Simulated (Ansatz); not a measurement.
# C2H6GaS radical: how energies converge with the basis set

One table from this session's results is given with a row withheld; the runs are named, their logs left out.

Computed with Ansatz 0.2.0, Gaussian basis. Level: one geometry, several basis sets.

Levels to be run: PBE0-D4/def2-SVP; ωB97M-V/def2-SVP; PBE0-D4/def2-QZVPP; ωB97M-V/def2-QZVPP; the functionals' def2-TZVPP values are taken from earlier runs.

## The relaxed structure

All runs share one geometry, relaxed beforehand with PBE0-D4 in a triple-zeta def2 set.

SMILES `C[S][Ga][CH3]`, 10 atoms, charge 0, spin multiplicity 2.

Atoms are counted from 1 here; the program's logs count them from 0.

Bond lengths: C1–S2 1.822 Å, C1–H5 1.089 Å, C1–H6 1.089 Å, C1–H7 1.090 Å, S2–Ga3 2.226 Å, Ga3–C4 1.997 Å, C4–H8 1.089 Å, C4–H9 1.093 Å, C4–H10 1.093 Å. Angles: S2–C1–H5 111.5°, S2–C1–H6 111.5°, S2–C1–H7 106.9°, H5–C1–H6 109.7°, H5–C1–H7 108.6°, H6–C1–H7 108.6°, C1–S2–Ga3 102.6°, S2–Ga3–C4 118.0°, Ga3–C4–H8 111.7°, Ga3–C4–H9 108.7°, Ga3–C4–H10 108.8°, H8–C4–H9 109.4°, H8–C4–H10 109.4°, H9–C4–H10 108.8°.

The first run:

Input file in.yaml:

```yaml
crystal:
  periodic: [false, false, false]
  atoms:
    - {symbol: C, position_ang: [-0.589852, 1.411958, -0.833079]}
    - {symbol: S, position_ang: [0.964082, 1.873324, -0.001874]}
    - {symbol: Ga, position_ang: [1.568311, -0.025679, 0.989709]}
    - {symbol: C, position_ang: [0.387950, -1.619906, 0.759375]}
    - {symbol: H, position_ang: [-0.430193, 0.623914, -1.567804]}
    - {symbol: H, position_ang: [-1.347032, 1.097420, -0.116106]}
    - {symbol: H, position_ang: [-0.948974, 2.302224, -1.350392]}
    - {symbol: H, position_ang: [0.782658, -2.491579, 1.279139]}
    - {symbol: H, position_ang: [-0.604144, -1.381531, 1.151450]}
    - {symbol: H, position_ang: [0.300391, -1.841345, -0.307419]}
basis:
  gaussian: {orbitals: def2-SVP}
magnetization: {spin_polarized: true, initial_magnetization: 1}
hamiltonian: {xc: pbe0, dispersion: d4}
output: {orbitals: {seedname: orbitals}}
```

On the command line:

```
$ ansatz run in.yaml --threads 2 --pin off --events-out ev --progress --plain --max-ram 32768MiB --backend cpu
```

Among the steps run: PBE0-D4 in def2-SVP; ωB97M-V in def2-SVP; PBE0-D4 in def2-QZVPP; ωB97M-V in def2-QZVPP.

One table of the session follows, with a row left open; its other results are not shown here.

It belongs to the step «Functionals by basis». 

```
functional       basis  HOMO (eV)  LUMO (eV)
   PBE0-D4    def2-SVP      -5.48      -2.40
   PBE0-D4  def2-TZVPP      -5.51      -2.44
   PBE0-D4  def2-QZVPP      -5.53      -2.49
   ωB97M-V    def2-SVP      -7.43      -0.74
   ωB97M-V  def2-TZVPP          ?          ?
   ωB97M-V  def2-QZVPP      -7.50      -0.92
```

Estimate the missing values for ωB97M-V, def2-TZVPP.

**Answer.** HOMO (eV): -7.46; LUMO (eV): -0.81. In the column «HOMO (eV)» it lies between ωB97M-V, def2-QZVPP (-7.50) and ωB97M-V, def2-SVP (-7.43).
